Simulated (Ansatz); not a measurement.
# Cr2O3: the cost of one run

Computed with Ansatz 0.2.0 (DFT PBE, PAW, plane waves, scalar-relativistic, unless a step's input says otherwise).

### 1 The system as given

It takes space group R-3c (No. 167, trigonal). The conventional cell has a = 4.958 Å, b = 4.958 Å, c = 13.590 Å, α = 90.00°, β = 90.00°, γ = 120.00°. Around Cr (site symmetry 3) lie 6 O at 1.90 to 2.10 Å. O (site symmetry 2) is surrounded by 4 Cr at 1.90 to 2.10 Å.

Coordinates:

```
CELL_PARAMETERS angstrom
2.47900 1.43125 4.53000
-2.47900 1.43125 4.53000
0.00000 -2.86250 4.53000
ATOMIC_POSITIONS crystal
Cr 0.35180 0.35180 0.35180
Cr 0.14820 0.14820 0.14820
Cr 0.64820 0.64820 0.64820
Cr 0.85180 0.85180 0.85180
O 0.56940 0.93060 0.25000
O 0.25000 0.56940 0.93060
O 0.93060 0.25000 0.56940
O 0.43060 0.06940 0.75000
O 0.75000 0.43060 0.06940
O 0.06940 0.75000 0.43060
```

Atoms are counted from 1 in the order of input.yaml (O10 and so on).

The first starts: parallel moments, plain SCF; opposed moments +--+, plain SCF; no spin polarisation; spin on, no moments given (the program may seed its own), plain SCF; opposed moments +-+-, plain SCF. What is tried next depends on their ends.

A plain SCF has the search for lower states switched off and ends at the first converged state. 

The total moment includes the space between the atomic spheres.

### 2 Parallel moments, plain SCF

Contents of input.yaml:

```yaml
crystal:
  lattice:
    - [2.47899914, 1.43125082, 4.53]
    - [-2.47899914, 1.43125082, 4.53]
    - [0.0, -2.86250165, 4.53]
  atoms:
    - { symbol: Cr, position: [0.3518, 0.3518, 0.3518], spin: 3.0 }
    - { symbol: Cr, position: [0.1482, 0.1482, 0.1482], spin: 3.0 }
    - { symbol: Cr, position: [0.6482, 0.6482, 0.6482], spin: 3.0 }
    - { symbol: Cr, position: [0.8518, 0.8518, 0.8518], spin: 3.0 }
    - { symbol: O, position: [0.5694, 0.9306, 0.25] }
    - { symbol: O, position: [0.25, 0.5694, 0.9306] }
    - { symbol: O, position: [0.9306, 0.25, 0.5694] }
    - { symbol: O, position: [0.4306, 0.0694, 0.75] }
    - { symbol: O, position: [0.75, 0.4306, 0.0694] }
    - { symbol: O, position: [0.0694, 0.75, 0.4306] }
magnetization:
  spin_polarized: true
hamiltonian:
  xc: pbe
  pseudopotentials: { kind: paw }
basis:
  ecutwfc: 420
kpoints:
  mp_grid: { grid: [4, 4, 4] }
scf:
  occupations: { method: gaussian, width: 0.02 }
  lower_state_search: "off"
output:
  forces: true
  stress: true
```

On the command line:

```
ansatz run input.yaml --threads 4 --pin off --max-ram 9216MiB --backend cpu --events-out ev --progress --plain --runs-dir out
```

Q: Estimate wall time and peak memory on 4 threads of an x86-64 CPU, shared host.

About 2.6 s, with a peak of 0.57 GiB.
